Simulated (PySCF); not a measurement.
# CH8N2Si2: the cost of one run

Programs: PySCF 2.14.0, with density-fitted response routines of our own. Each step states its level of theory. These are calculated values for one molecule in the gas phase, unless marked as measured. Atoms count from 0, in the outputs and in this text.

### 1 The starting structure

13 atoms, charge 0, multiplicity 1; geometry from: GFN2-xTB. The atoms were then displaced at random by about 0.01 Å, so the start is not that level's minimum.

Bonds of the start (Å): C0–N1 1.22, N1–Si2 1.72, Si2–N3 1.78, N3–Si4 1.70, C0–H5 1.12, C0–H6 1.09, Si2–H7 1.46, Si2–H8 1.43, N3–H9 0.99, Si4–H10 1.48, Si4–H11 1.45, Si4–H12 1.45.

### 2 Relaxing the molecule at PBE0-D3(BJ)/def2-SVP

Job settings and geometry (Å):

```
{"job": {"xc": "PBE0", "basis": "def2-SVP", "d3": "d3bj", "grid": 1, "shake": 0.01, "kind": "geom"}, "charge": 0, "multiplicity": 1}
C     -2.373430     1.716770     0.287640
N     -1.475920     1.141580    -0.302390
Si    -0.742290    -0.396040    -0.070970
N      0.990220     0.001300    -0.173630
Si     2.295020    -1.093240    -0.110530
H     -2.716520     2.723020    -0.080290
H     -2.922980     1.361520     1.158160
H     -0.922880    -1.073320     1.209630
H     -1.219240    -1.197730    -1.159780
H      1.141640     0.902330    -0.558480
H      2.156120    -1.873780     1.135710
H      2.331000    -1.996280    -1.244860
H      3.465090    -0.233030    -0.100540
```

Launch:

```bash
$ OMP_NUM_THREADS=1 python probes_run.py task.json out
```

This one command runs all jobs of the session in turn.

Q: Estimate the wall time and peak memory of this first job on 1 thread of Arm Neoverse N1, shared host.

About 2.7 min, with a peak of 0.51 GiB.
